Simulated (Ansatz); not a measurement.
## GaF under changes of volume

One of the cells (15.866 Å³/atom); the others are scaled copies at fixed shape and fractional positions:

```
Ga F
1.0
     3.16592    0.00000    0.00000
     0.00000    3.16592    0.00000
     0.00000    0.00000    3.16592
Ga F
1 1
Cartesian
  0.0000 0.0000 0.0000
  1.5830 1.5830 1.5830
```

The cell was built by a generator and needn't be a form met in nature.

```yaml
Program: Ansatz 0.2.0
Functional: r2SCANh
Potentials_or_basis: Ansatz PAW
Cutoff: "500 eV (not typed: the program's choice for these potentials)"
k_mesh: 4 × 4 × 4
Occupations: fermi-dirac, width 0.05 eV
Spin: no spin polarisation
```

```tsv
volume (Å³/atom)	energy over the lowest point (meV/atom)	pressure (GPa)	gap on the mesh (eV)
14.914	3.79	2.1	0.45
15.231	?	?	?
15.549	0.00	-0.2	0.79
15.866	1.33	-1.2	0.95
16.183	4.53	-2.0	1.11
16.501	9.28	-2.8	1.25
16.818	15.50	-3.5	1.40
```

Question: What does the run at 15.231 Å³/atom give?

Answer: Energy over the lowest point 0.72 meV/atom; pressure 0.9 GPa; gap on the mesh 0.63 eV.

Worked out: A Birch-Murnaghan fit of order 3 (a polynomial in V^(-2/3)) to the other rows has its minimum at 15.50 Å³/atom with B0 = V·E''(V) = 52 GPa and B' = 5.1. It gives 0.72 meV/atom at 15.231 Å³/atom, against the run's 0.72, and -dE/dV = 0.9 GPa, against 0.9. A straight line through the other rows of the gap, of slope 7.89 eV per unit of ln V, gives 0.62 eV, against the run's 0.63.

Energies are extrapolated to zero smearing.

Caveats: all runs use coarse meshes; the PAW data sets come from PBE, with cores solved anew for the run's functional, which leaves a small shift of forces and pressure; the thresholds are loose for stress.

A mesh can miss the band edges. Spin-orbit coupling on Ga is left out.
